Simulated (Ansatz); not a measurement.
# SiGeP+ (triplet): wave-function methods side by side, cc-pVTZ

The task here is to estimate one member of a computed series from the others.

The runs use Ansatz 0.2.0, Gaussian basis; cc-pVTZ, core rule «outside noble gas», up to 24 orbitals frozen.

To be run: UHF; CCSD(T) on ROHF; CCSD(T) on UHF; BCCD(T) on ROHF; CCSDT(Q) on ROHF; CCSDT(Q) on UHF; CASSCF and NEVPT2, 12 electrons in 12 orbitals.

3 further runs of the same task are left out: 3 set aside as unsound or not needed.

## What is computed

The geometry is a PBE0/def2-TZVP stationary point (not a proven minimum) of the parent state, kept for this charge and spin. No spin-orbit coupling is included. The filled d shell of Ge may be among the frozen orbitals whatever the setting's name suggests; the logs give the count.

3 atoms, charge 1, spin multiplicity 3.

Atoms are counted from 1 here; the program's logs count them from 0.

Bond lengths: P1–Ge2 2.445 Å, P1–Si3 2.246 Å, Ge2–Si3 2.249 Å. Angles: Ge2–P1–Si3 57.1°, P1–Ge2–Si3 57.0°, P1–Si3–Ge2 65.9°.

Coordinates:

```xyz
3

P     0.00000    0.88097    1.40494
Ge    0.00000    0.12303   -0.92008
Si    0.00000   -1.28977    0.83026
```

Set-up of the first run:

Input file in.yaml:

```yaml
crystal:
  periodic: [false, false, false]
  atoms:
    - {symbol: P, position_ang: [0.000000, 0.880970, 1.404938]}
    - {symbol: Ge, position_ang: [0.000000, 0.123028, -0.920077]}
    - {symbol: Si, position_ang: [0.000000, -1.289765, 0.830256]}
basis:
  gaussian: {orbitals: cc-pVTZ}
total_charge: 1
magnetization: {spin_polarized: true, initial_magnetization: 2}
hamiltonian: {xc: hf}
output: {orbitals: {seedname: orbitals}}
```

Started as:

```sh
$ ansatz run in.yaml --threads 1 --pin off --events-out ev --progress --plain --max-ram 4096MiB --backend cpu
```

Among the steps run: UHF; CCSD(T) on ROHF; CCSD(T) on UHF; BCCD(T) on ROHF; CCSDT(Q) on ROHF; CCSDT(Q) on UHF; CASSCF and NEVPT2, 12 electrons in 12 orbitals.

One of the session's tables, all rows but one given; the rest of the session is left out.

```
        method  from RCCSDT(Q) (meV)
          ROHF               +9843.2
           UHF               +9465.5
          RMP2                     ?
          UMP2               +1793.1
         RCCSD                +834.4
         UCCSD                +831.0
      RCCSD(T)                +107.2
      UCCSD(T)                +126.8
       BCCD(T)                +105.3
        RCCSDT                 +83.1
        UCCSDT                 +77.1
     RCCSDT(Q)                     0
     UCCSDT(Q)                 -12.6
CASSCF valence               +6365.0
NEVPT2 valence               +1329.6
```

Estimate the missing values for RMP2.

**Answer.** from RCCSDT(Q) (meV): +1364.7. In the column «from RCCSDT(Q) (meV)» it lies between NEVPT2 valence (+1329.6) and UMP2 (+1793.1).

Caveats from the session: Warnings: spin contamination; coupled cluster took another determinant than the lowest. Restricted and unrestricted rows rest on different reference determinants; where their highest levels disagree by more than a few hundredths of an eV, they describe different states and don't form one ladder.
